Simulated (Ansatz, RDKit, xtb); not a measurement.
**C4H10OS2: ranking a sample of isomers**

A sample of isomers of C4H10OS2 is drawn. Aim: find which of them has the lowest free energy at 298.15 K, then its properties. The sample is small against all isomers, and the most stable one of this formula need not be in it.

Plan: many cheap relaxations first (GFN2-xTB), then density-functional screening, relaxation at PBE-D3(BJ)/def2-SVP, vibrations (at GFN2-xTB) and a final energy. The numbers are computed, not measured.

### 1 Candidates

Isomers were taken from a list of plausible structures; this is a sample, not all of them. That gives 7 candidates.

| label | SMILES | spin |
| --- | --- | --- |
| c305 | CO[C@H](C)SSC | singlet |
| c398 | CO[C@H](CS)SC | singlet |
| c557 | CSCC[S@](C)=O | singlet |
| c631 | CCSSCOC | singlet |
| c790 | COCSCSC | singlet |
| c958 | CCSC[S@](C)=O | singlet |
| c973 | CS[C@@H](C)[S@@](C)=O | singlet |

Candidates are built by distance geometry, with a force field where one applies, in up to four conformers (letters a to d).

Q: Predict the outcome of this search (final energies at CCSD(T)/def2-SVP + MP2/def2-TZVPP - MP2/def2-SVP).

| quantity | value |
| --- | --- |
| lowest structure found | CO[C@H](C)SSC, singlet |
| next finalist | CCSSCOC, singlet, 3.0 kcal/mol higher in G |
| share at equilibrium, among the finalists | 98.7 % |

The lowest structure found is `CO[C@H](C)SSC`. The margin, 3.0 kcal/mol, is modest. GFN2-xTB, r2SCAN-D4/def2-SVP, PBE-D3(BJ)/def2-SVP and HF/def2-SVP already put its bonding pattern lowest among the structures in one piece; HF/STO-3G favours the singlet CCSSCOC (c631a, not a finalist); MP2/def2-SVP favours the singlet CO[C@H](CS)SC. 14 minima inside the window were never screened. The search is not exhaustive (a finite list of starts, one conformer a finalist), so a lower isomer can't be ruled out. Only 7 drawn patterns were tried, so whole families of isomers are missing, and the result ranks this sample alone.
